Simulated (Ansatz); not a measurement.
# AsH3+ (quartet): from Hartree-Fock to the top rungs, cc-pVDZ

How much of the correlation energy of AsH3+ (quartet) does each wave-function method recover here?

The runs use Ansatz 0.2.0, Gaussian basis; cc-pVDZ, core rule «outside noble gas», up to 14 orbitals frozen.

Plan: UHF; CCSD(T) on ROHF; CCSD(T) on UHF; BCCD(T) on ROHF; CISD; CCSDT(Q) on ROHF; CCSDT(Q) on UHF; CISDTQ; CCSDTQ on ROHF; CCSDTQ on UHF; CASSCF and MRCISD+Q, 7 electrons in 7 orbitals; CASSCF and MRCISD+Q(relaxed), 7 electrons in 7 orbitals; CASSCF and NEVPT2, 7 electrons in 7 orbitals; Full CI; Full CI in the symmetry of the determinant.

2 further runs of the same task are left out: 2 set aside as unsound or not needed.

**1. The system**

The geometry is a PBE0/def2-TZVP stationary point (not a proven minimum) of the parent state, kept for this charge and spin. No spin-orbit coupling is included. The filled d shell of As may be among the frozen orbitals whatever the setting's name suggests; the logs give the count.

4 atoms, charge 1, spin multiplicity 4.

Atoms are counted from 1 here; the program's logs count them from 0.

Bond lengths: As1–H2 1.497 Å, As1–H3 1.497 Å, As1–H4 1.497 Å. Angles: H2–As1–H3 112.5°, H2–As1–H4 112.5°, H3–As1–H4 112.5°.

**2. UHF**

in.yaml

```yaml
crystal:
  periodic: [false, false, false]
  atoms:
    - {symbol: As, position_ang: [0.000054, -0.000013, -0.016190]}
    - {symbol: H, position_ang: [1.436166, 0.013750, 0.405932]}
    - {symbol: H, position_ang: [-0.731713, 1.238539, 0.397694]}
    - {symbol: H, position_ang: [-0.708471, -1.251307, 0.399802]}
basis:
  gaussian: {orbitals: cc-pVDZ}
total_charge: 1
magnetization: {spin_polarized: true, initial_magnetization: 3}
hamiltonian: {xc: hf}
output: {orbitals: {seedname: orbitals}}
```

On the command line:

```console
ansatz run in.yaml --threads 1 --pin off --events-out ev --progress --plain --max-ram 4096MiB --backend cpu
```

After this run come: CCSD(T) on ROHF; CCSD(T) on UHF; BCCD(T) on ROHF; CISD; CCSDT(Q) on ROHF; CCSDT(Q) on UHF; CISDTQ; CCSDTQ on ROHF; CCSDTQ on UHF; CASSCF and MRCISD+Q, 7 electrons in 7 orbitals; CASSCF and MRCISD+Q(relaxed), 7 electrons in 7 orbitals; CASSCF and NEVPT2, 7 electrons in 7 orbitals; Full CI; Full CI in the symmetry of the determinant.

Before running them: what should the planned runs give, taken together? Wanted: FCI below the RHF energy; RMP2 from FCI; UMP2 from FCI; RCCSD from FCI; RCCSD(T) from FCI; UCCSD(T) from FCI; RCCSDT(Q) from FCI; UCCSDT(Q) from FCI; T1 diagnostic.

The runs gave:

| quantity | value |
| --- | --- |
| FCI below the RHF energy | -3.2727 eV |
| RMP2 from FCI | +23.37 kcal/mol |
| UMP2 from FCI | +20.10 kcal/mol |
| RCCSD from FCI | +5.06 kcal/mol |
| RCCSD(T) from FCI | +2.05 kcal/mol |
| UCCSD(T) from FCI | +1.90 kcal/mol |
| RCCSDT(Q) from FCI | -0.02 kcal/mol |
| UCCSDT(Q) from FCI | -0.17 kcal/mol |
| levels within 1 kcal/mol (43 meV) | RCCSDT, UCCSDT, CISDTQ, RCCSDT(Q), UCCSDT(Q), RCCSDTQ, UCCSDTQ |
| T1 diagnostic | 0.038 |
| effectively unpaired electrons | 3.13 |

**Reading.** RCCSD(T) lands +2.05 kcal/mol from the yardstick (2.7 % of the correlation energy). UCCSDT(Q), UCCSDTQ fall below full CI: unrestricted runs freeze a spin-polarised core, another one than full CI's, and coupled cluster isn't variational. One determinant dominates. Coupled cluster took another determinant than the lowest Hartree-Fock one. These misses are within one basis, not against nature; the frozen cores of restricted and unrestricted runs differ, which can shift their rows.
